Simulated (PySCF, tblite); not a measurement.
# C3BF3O4: infrared bands and NMR shifts

Wanted: the infrared bands and NMR shifts of C3BF3O4 (`O=C1OB(C(F)(F)F)OC1=O`), by calculation.

The runs use tblite 0.8.0 and PySCF 2.14.0, with density-fitted response routines of our own; the level of theory stands in each step. All values are computed, except where a source is named. Atoms are numbered from 0 throughout.

### 1 The molecule as given

11 atoms, charge 0, multiplicity 1; geometry from: GFN2-xTB.

Bonds of the start (Å): O0–C1 1.18, C1–O2 1.37, O2–B3 1.36, B3–C4 1.63, C4–F5 1.34, C4–F6 1.35, C4–F7 1.34, B3–O8 1.36, O8–C9 1.37, C9–O10 1.18, C9–C1 1.55.

### 2 Vibrational analysis with GFN2-xTB

The job: settings as JSON, then the geometry in Å.

```
{"job": {"kind": "ir", "xc": "GFN2-xTB", "basis": "xTB"}, "charge": 0, "multiplicity": 1}
O      2.602424     1.592850    -0.359085
C      1.721307     0.823062    -0.199183
O      0.383762     1.126392    -0.234464
B     -0.324611    -0.013307    -0.011183
C     -1.952053    -0.066462     0.051951
F     -2.456161    -1.241111    -0.355528
F     -2.400431     0.120720     1.307457
F     -2.540878     0.874886    -0.700740
O      0.470822    -1.100193     0.180410
C      1.781119    -0.704134     0.087210
O      2.720124    -1.410032     0.207192
```

**Question.** This job is followed by: GIAO PBE0/pcSseg-1 NMR shielding, non-relativistic, gas phase. Predict these results of the whole session: strongest single infrared mode (GFN2-xTB); zero-point energy (GFN2-xTB); ¹³C shifts against TMS (PBE0/pcSseg-1, means over atoms taken as alike); ¹⁷O shifts against H2O (PBE0/pcSseg-1, means over atoms taken as alike); ¹¹B shifts against BF3·OEt2 (PBE0/pcSseg-1); ¹⁹F shifts against CFCl3 (PBE0/pcSseg-1, means over atoms taken as alike).

The runs gave:

| quantity | value |
| --- | --- |
| strongest single infrared mode (GFN2-xTB) | 1102 cm⁻¹, 685 km/mol |
| zero-point energy (GFN2-xTB) | 27.2 kcal/mol |
| ¹³C shifts against TMS (PBE0/pcSseg-1, means over atoms taken as alike) | 156.5, 129.9 ppm |
| ¹⁷O shifts against H2O (PBE0/pcSseg-1, means over atoms taken as alike) | 511.0, 275.4 ppm |
| ¹¹B shifts against BF3·OEt2 (PBE0/pcSseg-1) | 28.2 ppm |
| ¹⁹F shifts against CFCl3 (PBE0/pcSseg-1, means over atoms taken as alike) | -76.8 ppm |

What this shows: No mode is imaginary among the 27: a minimum at this level. The strongest single mode, at 1102 cm⁻¹, is carried by C1, C9, O8, O2. GFN2-xTB is a fitted tight-binding method: band positions and strengths are rough. Its intensities can rank the bands wrongly. At PBE0/pcSseg-1: The largest span, 840 ppm, is at O0, O10, where the paramagnetic term is -569 ppm.
